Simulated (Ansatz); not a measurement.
# C₂H₁₀SiSn: up Jacob's ladder to CCSD(T)

An exercise on one series of results from a longer session: the logs are not shown, and one member is left open.

Method: functionals in def2-TZVPP, the program's frozen cores in correlated methods; program: Ansatz 0.2.0, Gaussian basis.

Levels to be run: PBE-D4, r2SCAN-D4, PBE0-D4, B3LYP-D4, ωB97X-V, ωB97M-V, B2PLYP; CCSD(T)/def2-TZVPP; MP2/def2-QZVPP; extrapolation to the limit.

## The geometry

The geometry comes from an earlier relaxation with PBE0-D4 in a triple-zeta def2 set; it is a stationary point, not always the lowest conformer. Sn takes the def2 core potential; no spin-orbit term is included.

14 atoms, charge 0, spin multiplicity 1.

Atoms are counted from 1 here; the program's logs count them from 0.

Bond lengths: C1–Si2 1.879 Å, C1–H5 1.092 Å, C1–H6 1.092 Å, C1–H7 1.092 Å, Si2–Sn3 2.566 Å, Si2–H8 1.491 Å, Si2–H9 1.490 Å, Sn3–C4 2.149 Å, Sn3–H10 1.716 Å, Sn3–H11 1.714 Å, C4–H12 1.090 Å, C4–H13 1.090 Å, C4–H14 1.090 Å. Angles: Si2–C1–H5 110.8°, Si2–C1–H6 110.7°, Si2–C1–H7 110.8°, H5–C1–H6 108.1°, H5–C1–H7 108.1°, H6–C1–H7 108.2°, C1–Si2–Sn3 111.4°, C1–Si2–H8 109.8°, C1–Si2–H9 110.1°, Sn3–Si2–H8 108.7°, Sn3–Si2–H9 109.5°, H8–Si2–H9 107.3°, Si2–Sn3–C4 110.9°, Si2–Sn3–H10 110.5°, Si2–Sn3–H11 111.4°, C4–Sn3–H10 108.1°, C4–Sn3–H11 108.6°, H10–Sn3–H11 107.2° and more.

The first run:

Contents of in.yaml:

```yaml
crystal:
  periodic: [false, false, false]
  atoms:
    - {symbol: C, position_ang: [-1.451935, 0.957578, 1.486161]}
    - {symbol: Si, position_ang: [-0.637012, -0.720837, 1.266920]}
    - {symbol: Sn, position_ang: [1.363553, -0.586207, -0.333725]}
    - {symbol: C, position_ang: [0.758573, 0.153939, -2.258239]}
    - {symbol: H, position_ang: [-1.807577, 1.343986, 0.528329]}
    - {symbol: H, position_ang: [-2.306686, 0.887103, 2.162807]}
    - {symbol: H, position_ang: [-0.746111, 1.679921, 1.902095]}
    - {symbol: H, position_ang: [-1.624066, -1.694069, 0.717075]}
    - {symbol: H, position_ang: [-0.185328, -1.246835, 2.586143]}
    - {symbol: H, position_ang: [2.563295, 0.469202, 0.291282]}
    - {symbol: H, position_ang: [2.097820, -2.119988, -0.545148]}
    - {symbol: H, position_ang: [0.009283, -0.507931, -2.692914]}
    - {symbol: H, position_ang: [0.333565, 1.152895, -2.157126]}
    - {symbol: H, position_ang: [1.619627, 0.201943, -2.924961]}
basis:
  gaussian: {orbitals: def2-TZVPP}
hamiltonian: {xc: pbe, dispersion: d4}
output: {forces: true, orbitals: {seedname: orbitals}}
```

Command:

```bash
> ansatz run in.yaml --threads 2 --pin off --events-out ev --progress --plain --max-ram 22528MiB --backend cuda --devices 0, --max-vram 18GiB
```

Steps of the session up to this table: PBE-D4 (GGA); r2SCAN-D4 (meta-GGA); PBE0-D4 (hybrid); B3LYP-D4 (hybrid); ωB97X-V (range-separated); ωB97M-V (range-separated); B2PLYP (double hybrid); CCSD(T) in def2-TZVPP; MP2 in def2-QZVPP.

One table of the session follows, with a row left open; its other results are not shown here.

```
            method  atomisation energy (kJ/mol)
            PBE-D4                       4527.1
         r2SCAN-D4                       4526.1
           PBE0-D4                       4508.1
          B3LYP-D4                       4523.6
           ωB97X-V                       4553.6
           ωB97M-V                       4530.6
            B2PLYP                       4466.4
     HF/def2-TZVPP                            ?
    MP2/def2-TZVPP                       4411.7
   CCSD/def2-TZVPP                       4401.8
CCSD(T)/def2-TZVPP                       4446.8
           MP2/CBS                       4513.5
       CCSD(T)/CBS                       4548.5
```

Estimate the missing values for HF/def2-TZVPP.

As computed: atomisation energy (kJ/mol): 3424.1. In the column «atomisation energy (kJ/mol)» it is the lowest.
